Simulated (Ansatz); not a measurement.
# Zn2As (P1) in Ansatz: convergence with wavefunction cutoff

Aim: find how far wavefunction cutoff must go before the results for Zn2As settle, at PBE. This setting moves, with any that are tied to it; all else stays.

All numbers are computed with Ansatz 0.2.0; they aren't measurements. Logs are shortened: lines on timing, memory, paths and dates and some standing lists are left out, and cuts for length are marked.

### Step 1. The cell of the first run

The typed cell holds 3 atoms: a = 3.970 Å, b = 3.970 Å, c = 3.970 Å, α = 72.62°, β = 72.62°, γ = 72.62°.

The cell was built by a generator and needn't be a form met in nature.

The cell isn't the ideal one: atoms moved at random, drawn with an rms of 0.05 Å.

### Step 2. With wavefunction cutoff 200 eV

input.yaml reads:

```yaml
crystal:
  lattice:
    - [2.35091656, 1.35730231, 2.89686342]
    - [-2.35091656, 1.35730231, 2.89686342]
    - [0.0, -2.71460461, 2.89686342]
  atoms:
    - { symbol: Zn, position: [0.864963, 0.859581, 0.858733] }
    - { symbol: Zn, position: [0.121431, 0.144868, 0.124824] }
    - { symbol: As, position: [0.493299, 0.499815, 0.495021] }
hamiltonian:
  xc: pbe
  pseudopotentials: { kind: paw }
kpoints:
  mp_grid: { grid: [5, 5, 5] }
scf:
  occupations: { method: gaussian, width: 0.05 }
output:
  forces: true
  stress: true
  eigenvalues: true
basis:
  ecutwfc: "200 eV"
```

Potentials or basis: Ansatz PAW.

Command:

```sh
ansatz run input.yaml --threads 2 --pin off --max-ram 5632MiB --backend cpu --events-out ev --progress --plain --runs-dir out
```

Run time: 1.6 s. Hardware: 2 threads of Arm Neoverse V2, shared host; peak memory 0.32 GiB.

What came out:

- Free energy: -11475.6921 eV
- Pressure: 0.5 GPa
- Largest force: 1.454 eV/Å
- Band gap on the k mesh: none (metal or under the smearing width)

### Step 3. With wavefunction cutoff 250 eV

input.yaml, as its differences from that of step 2:

```diff
@@ -21,2 +21,2 @@
 basis:
-  ecutwfc: "200 eV"
+  ecutwfc: "250 eV"
```

Potentials or basis: Ansatz PAW.

Command:

```sh
ansatz run input.yaml --threads 2 --pin off --max-ram 5632MiB --backend cpu --events-out ev --progress --plain --runs-dir out
```

Wall time 1.8 s (2 threads of Arm Neoverse V2, shared host); peak memory 0.34 GiB.

What came out:

| Property | Result |
| --- | --- |
| Free energy | -11490.4978 eV |
| Pressure | 3.0 GPa |
| Largest force | 1.138 eV/Å |
| Band gap on the k mesh | none (metal or under the smearing width) |

### Step 4. With wavefunction cutoff 300 eV

input.yaml, as its differences from that of step 3:

```diff
@@ -21,2 +21,2 @@
 basis:
-  ecutwfc: "250 eV"
+  ecutwfc: "300 eV"
```

Command:

```sh
ansatz run input.yaml --threads 2 --pin off --max-ram 5632MiB --backend cpu --events-out ev --progress --plain --runs-dir out
```

Run time: 2.2 s. Hardware: 2 threads of Arm Neoverse V2, shared host; peak memory 0.35 GiB.

What came out:

* Free energy: -11493.1066 eV
* Pressure: 1.3 GPa
* Largest force: 1.232 eV/Å
* Band gap on the k mesh: none (metal or under the smearing width)

### Step 5. With wavefunction cutoff 350 eV

input.yaml, as its differences from that of step 4:

```diff
@@ -21,2 +21,2 @@
 basis:
-  ecutwfc: "300 eV"
+  ecutwfc: "350 eV"
```

Command:

```sh
ansatz run input.yaml --threads 2 --pin off --max-ram 5632MiB --backend cpu --events-out ev --progress --plain --runs-dir out
```

It took 2.5 s on 2 threads of Arm Neoverse V2, shared host; peak memory 0.36 GiB.

What came out:

| Quantity | Value |
| --- | --- |
| Free energy | -11493.3741 eV |
| Pressure | 1.1 GPa |
| Largest force | 1.258 eV/Å |
| Band gap on the k mesh | none (metal or under the smearing width) |

### Step 6. With wavefunction cutoff 400 eV

input.yaml, as its differences from that of step 5:

```diff
@@ -21,2 +21,2 @@
 basis:
-  ecutwfc: "350 eV"
+  ecutwfc: "400 eV"
```

Potentials or basis: Ansatz PAW.

Command:

```sh
ansatz run input.yaml --threads 2 --pin off --max-ram 5632MiB --backend cpu --events-out ev --progress --plain --runs-dir out
```

It took 3.3 s on 2 threads of Arm Neoverse V2, shared host; peak memory 0.38 GiB.

Results (log left out):

* Free energy: -11493.3904 eV
* Pressure: 1.0 GPa
* Largest force: 1.253 eV/Å
* Band gap on the k mesh: none (metal or under the smearing width)

### Step 7. With wavefunction cutoff 450 eV

input.yaml, as its differences from that of step 6:

```diff
@@ -21,2 +21,2 @@
 basis:
-  ecutwfc: "400 eV"
+  ecutwfc: "450 eV"
```

Command:

```sh
ansatz run input.yaml --threads 2 --pin off --max-ram 5632MiB --backend cpu --events-out ev --progress --plain --runs-dir out
```

It took 4 s on 2 threads of Arm Neoverse V2, shared host; peak memory 0.4 GiB.

Results (log left out):

| Property | Result |
| --- | --- |
| Free energy | -11493.3945 eV |
| Pressure | 1.0 GPa |
| Largest force | 1.253 eV/Å |
| Band gap on the k mesh | none (metal or under the smearing width) |

### Step 8. With wavefunction cutoff 500 eV

input.yaml, as its differences from that of step 7:

```diff
@@ -21,2 +21,2 @@
 basis:
-  ecutwfc: "450 eV"
+  ecutwfc: "500 eV"
```

Command:

```sh
ansatz run input.yaml --threads 2 --pin off --max-ram 5632MiB --backend cpu --events-out ev --progress --plain --runs-dir out
```

Wall time 4.3 s (2 threads of Arm Neoverse V2, shared host); peak memory 0.41 GiB.

Results (log left out):

```yaml
Free_energy: -11493.3964 eV
Pressure: 1.0 GPa
Largest_force: 1.253 eV/Å
Band_gap_on_the_k_mesh: none (metal or under the smearing width)
```

### Step 9. With wavefunction cutoff 600 eV

input.yaml, as its differences from that of step 8:

```diff
@@ -21,2 +21,2 @@
 basis:
-  ecutwfc: "500 eV"
+  ecutwfc: "600 eV"
```

Potentials or basis: Ansatz PAW.

Command:

```sh
ansatz run input.yaml --threads 2 --pin off --max-ram 5632MiB --backend cpu --events-out ev --progress --plain --runs-dir out
```

Wall time 5.2 s (2 threads of Arm Neoverse V2, shared host); peak memory 0.39 GiB.

The run converged. Its results:

```
Free energy            : -11493.3970 eV
Pressure               : 1.0 GPa
Largest force          : 1.252 eV/Å
Band gap on the k mesh : none (metal or under the smearing width)
```

### Step 10. With wavefunction cutoff 800 eV

input.yaml, as its differences from that of step 9:

```diff
@@ -21,2 +21,2 @@
 basis:
-  ecutwfc: "600 eV"
+  ecutwfc: "800 eV"
```

Potentials or basis: Ansatz PAW.

Command:

```sh
ansatz run input.yaml --threads 2 --pin off --max-ram 5632MiB --backend cpu --events-out ev --progress --plain --runs-dir out
```

The log of the run:

```text
Warning: RAYON_NUM_THREADS=2 ignored (pool sized by the plan → 2); use --threads N
Engine: ansatz 0.2.0, aarch64-unknown-linux-gnu
Pseudopotentials: kind: paw
Pseudopotential: Zn, paw, valence charge 12, recommended cutoff 420 eV (normal), Zn.paw.azcp
Pseudopotential: As, paw, valence charge 15, recommended cutoff 420 eV (normal), As.paw.azcp
Functional definition: PBE
  parameter kappa = 0.804
  parameter beta = 0.06672455060314922
  exchange = pbe_x(kappa = kappa, mu = beta*pi^2/3)
  correlation = pbe_c(beta = beta)
Crystal: 3 atoms, lattice volume = 55.462 Å³
Basis set: ecut = 800 eV, 2815 PW (Γ), exchange–correlation on 80×80×80 points (8 copies of the dense FFT grid, shifted against one another)
Bands: 24, of which v1, the nominal top of the filled ones, is band 20 counted from 1 (19 counted from 0)
Symmetry: 1 space group operations
Space group: P1 (ITA 1), of the structure as read, at distance tolerance 3.8e-5 Å
k-points: 63 of 125 (time reversal used)
Non-local potential: Zn, projectors of the file, l = 0: 2, l = 1: 2, l = 2: 3, l = 3: 1
Non-local potential: As, projectors of the file, l = 0: 2, l = 1: 2, l = 2: 3, l = 3: 1
PAW form: soft (Blöchl's): semilocal exchange-correlation on the pseudo side does not see the compensation charge
PAW one-centre angular grid: Zn, 590 points (default); XC on 64 Gauss nodes
PAW one-centre angular grid: As, 590 points (default); XC on 64 Gauss nodes
Initial density: superposition of atomic densities (neutral atoms: chi_scale 0, normalization atom), corrected by the library's trained network
Initial wavefunctions: pseudopotential atomic-orbital guess
Functional: x = pbe(κ = 0.804, μ = 0.2195149727645171), c = pbe(β = 0.06672455060314922)
SCF iter   1: F=—  HF=-11493.397721 eV  |F-HF|=—  |Δ(HF+E_count)|=         —  Δρ=2.43e-3  dr2=2.22e-3  ethr=1.77e-3  ⟨swp⟩=6.2  Hψ=7875  notcnv=0
preconditioner: auto → Kerker (q_TF=auto, 2.573 Å⁻¹)  [metal: Δε(μ)=0.030 eV  Ē_g=10.375 eV  σ=0.050 eV  W_gap=0.33  n_scr=14 (ndim 8)  ℏωp=26.9 eV  f_vac=0.000  D(μ)=3.89/eV (n_scr^D=50)]
SCF iter   2: F=—  HF=-11493.397352 eV  |F-HF|=—  |Δ(HF+E_count)|=   3.69e-4  Δρ=1.21e-3  dr2=6.63e-4  ethr=5.69e-6  ⟨swp⟩=1.1  Hψ=2062  notcnv=0
SCF iter   3: F=—  HF=-11493.397323 eV  |F-HF|=—  |Δ(HF+E_count)|=   2.85e-5  Δρ=8.10e-4  dr2=2.28e-4  ethr=1.70e-6  ⟨swp⟩=2.0  Hψ=2409  notcnv=0
SCF iter   4: F=—  HF=-11493.397173 eV  |F-HF|=—  |Δ(HF+E_count)|=   1.51e-4  Δρ=1.80e-4  dr2=1.86e-5  ethr=5.84e-7  ⟨swp⟩=2.0  Hψ=2338  notcnv=0
SCF iter   5: F=—  HF=-11493.397182 eV  |F-HF|=—  |Δ(HF+E_count)|=   9.43e-6  Δρ=7.35e-5  dr2=2.94e-6  ethr=4.77e-8  ⟨swp⟩=2.4  Hψ=2709  notcnv=0
SCF iter   6: F=—  HF=-11493.397181 eV  |F-HF|=—  |Δ(HF+E_count)|=   1.33e-6  Δρ=2.52e-5  dr2=4.17e-7  ethr=7.53e-9  ⟨swp⟩=2.0  Hψ=2724  notcnv=0
SCF iter   7: F=-11493.397181 eV  HF=-11493.397181 eV  |F-HF|=6.70e-8  |Δ(HF+E_count)|=   2.78e-7  Δρ=1.42e-5  dr2=7.48e-8  ethr=2.56e-10  ⟨swp⟩=6.7  Hψ=7665  notcnv=0
SCF 1 converged in 7 iterations: F = -11493.397181 eV  dr2 = 7.48e-8
SCF converged after 7 iterations
Free energy (F): -11493.397181 eV
Harris-Foulkes:  -11493.397181 eV  (|F-HF|=6.70e-8)
Internal energy: -11493.392453 eV  (E = F + TS)
E sigma→0 (E₀):  -11493.394817 eV
Entropy (-TS):   -0.004728 eV (-1.576 meV/atom)
Fermi energy:    9.470501 eV
--- Per-component energies (eV) ---
  E_band       = -168.732611
  E_kinetic    = 363.309784
  E_local      = -4916.579404  (includes V_loc(G=0)·N_el)
  E_nonlocal   = 553.863921
  E_hartree    = 2284.336945
  E_xc         = -353.225002
  E_vxc        = -182.483959  (∫ρ·V_xc dr)
  E_paw        = -5486.991379  (= ΣΔE_a)
  E_vpaw       = -555.503066  (= ΣTr[D̂ρ^β])
  E_aug_tail   = 0.000033  (compensation charges beyond the density's cutoff)
  E_ewald      = -3938.107351
  E_smearing   = -0.004728  (= −TS)
  E_closure    = 0.000000  (closes the sum)
  Σ components = -11493.397181   (vs F -11493.397181, Δ=0.00e0)
--- Forces (eV/Å), atoms counted from 1 ---
  atom   1  Zn    -0.08652363     0.01309036    -1.24930595
  atom   2  Zn     0.09230661    -0.03449777     1.24043871
  atom   3  As    -0.00578323     0.02140742     0.00886236
  max |Σ_I F_I| component: 4.88e-6 eV/Å
--- Stress (GPa, compression-positive) ---
       -1.230409       0.206583      -0.789218
        0.206583      -1.142505       0.120825
       -0.789217       0.120825       5.423335
  P = ⅓ Tr σ = 1.0168 GPa (10.168 kbar)
--- Band table (eV; the first three rows and the last of 63) ---
  k-point 0: bands = ["-25.9466", "-25.9460", "-25.9019", "-25.9001", "-25.8900", "-2.5618", "1.7734", "2.0408", "2.0525", "2.2080", "2.2243", "2.2713", "2.2815", "2.7331", "2.7422", "2.8449", "6.6214", "8.5073", "8.6706", "9.7628", "12.0051", "12.2220", "14.4279", "15.4123"]
  k-point 1: bands = ["-25.9466", "-25.9460", "-25.9018", "-25.9000", "-25.8900", "-2.2483", "1.7814", "2.0154", "2.0972", "2.1239", "2.1434", "2.2793", "2.4234", "2.6928", "2.7376", "2.8383", "5.1649", "8.3067", "8.9691", "9.6890", "12.2801", "12.9704", "14.5255", "15.8809"]
  k-point 2: bands = ["-25.9466", "-25.9460", "-25.9017", "-25.8996", "-25.8900", "-1.5615", "1.8009", "1.8974", "1.9895", "2.0752", "2.1868", "2.2642", "2.6002", "2.6157", "2.7116", "2.8318", "3.4214", "7.9427", "9.2117", "9.8327", "12.0420", "14.5120", "14.6493", "15.2423"]
  k-point 62: bands = ["-25.9466", "-25.9460", "-25.9015", "-25.8992", "-25.8902", "-1.1919", "1.8206", "1.9697", "2.0077", "2.1683", "2.1966", "2.3506", "2.5283", "2.6451", "2.7215", "2.8158", "3.4163", "7.3386", "7.4753", "9.3320", "12.0811", "13.6018", "13.8159", "16.9202"]
```

Run time: 7.9 s. Hardware: 2 threads of Arm Neoverse V2, shared host; peak memory 0.46 GiB.

What came out:

```yaml
Free_energy: -11493.3972 eV
Pressure: 1.0 GPa
Largest_force: 1.252 eV/Å
Band_gap_on_the_k_mesh: none (metal or under the smearing width)
```

### Step 11. Summary

```
wavefunction cutoff  energy less the tightest run, at zero smearing (meV/atom)  pressure (GPa)  largest force (eV/Å)  SCF cycles  CPU time (s)  peak memory (GiB)
             200 eV                                                    5901.60            0.51                 1.454           9           3.1               0.32
             250 eV                                                     966.34            2.98                 1.138           8           3.5               0.34
             300 eV                                                      96.82            1.34                 1.232           7           4.3               0.35
             350 eV                                                       7.71            1.13                 1.258           7           4.8               0.36
             400 eV                                                       2.27            1.03                 1.253           7           6.5               0.38
             450 eV                                                       0.90            1.02                 1.253           7           7.8                0.4
             500 eV                                                       0.26            1.02                 1.253           7           8.5               0.41
             600 eV                                                       0.07            1.02                 1.252           7            10               0.39
             800 eV                                                       0.00            1.02                 1.252           7            16               0.46
```

Against the tightest run, the energy stays within 1 meV/atom from 450 eV on; the pressure stays within 0.1 GPa from 400 eV on; the largest force stays within 0.005 eV/Å from 400 eV on. The tightest run that finished is the yardstick and may itself not be fully converged.
